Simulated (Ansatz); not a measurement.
This script drives Ansatz's Python interface.

`ch4bno.py`:
```python
"""A short Born-Oppenheimer trajectory of CH4BNO."""

import ansatz as az
from ase import Atoms
import numpy as np

atoms = Atoms(["B", "N", "C", "O", "H", "H", "H", "H"], positions=[
    (-0.3431, 0.7769, -0.8251),
    (0.3789, 0.6441, 0.4897),
    (0.3967, -0.7458, 0.1805),
    (-0.1368, -0.6432, -1.0226),
    (-1.2884, 1.5331, -1.123),
    (-0.3057, 0.8231, 1.2613),
    (-0.126, -1.3651, 0.9206),
    (1.5167, -1.0801, 0.0627),
])
mol = az.Crystal.molecule_from_ase(atoms)

setup = (
    mol.calculation()
    .basis(gaussian="6-31G*")
    .functional("pbe", dispersion="d4")
    .md("nve", timestep=1.0, steps=20, temperature=500, initial_velocities="maxwell_boltzmann", seed=87)
)
frames = []
setup.session().plan().execute(on_event=lambda e: frames.append(e["data"]) if e["event"] == "md_step" else None)
print("t (fs)   E_pot (eV)      E_kin (eV)   T (K)   d(0-1) (A)")
for f in frames[::3]:
    xyz = np.array(f["positions_ang"])
    print(f"{f['time_fs']:6.2f} {f['lagrangian_ev']:14.5f} {f['e_kin_ev']:10.5f} {f['temperature_k']:8.1f} {np.linalg.norm(xyz[0] - xyz[1]):9.4f}")
kept = np.array([f["conserved_ev"] for f in frames])
print(f"conserved energy moves by at most {1000 * np.ptp(kept):.3f} meV")
```

It is started by `python ch4bno.py`. Estimate its wall time and peak memory on 1 thread of Arm Neoverse V1 (shared host).

It took about 37 s, with a peak of 0.19 GiB, for 1 run of the engine.

Running `python ch4bno.py` prints:
```text
t (fs)   E_pot (eV)      E_kin (eV)   T (K)   d(0-1) (A)
  0.00    -5308.71619    0.38778    500.0    1.5059
  3.00    -5309.05246    0.72321    932.5    1.5007
  6.00    -5309.47150    1.13108   1458.4    1.4747
  9.00    -5309.27341    0.94512   1218.6    1.4398
 12.00    -5309.13886    0.80534   1038.4    1.4162
 15.00    -5308.77250    0.44830    578.0    1.4085
 18.00    -5308.79586    0.46570    600.5    1.4158
conserved energy moves by at most 16.227 meV
```

These settings explore the input space; basis and method may be short of convergence. The trajectory is only some femtoseconds long, so its temperature is not equilibrated; where the script doesn't relax first, it starts from a rough generated geometry. The temperature counts the internal degrees of freedom alone. With hydrogen a step over 0.5 fs is long.

(Lines on the test bed's own set-up are left out of the output.)
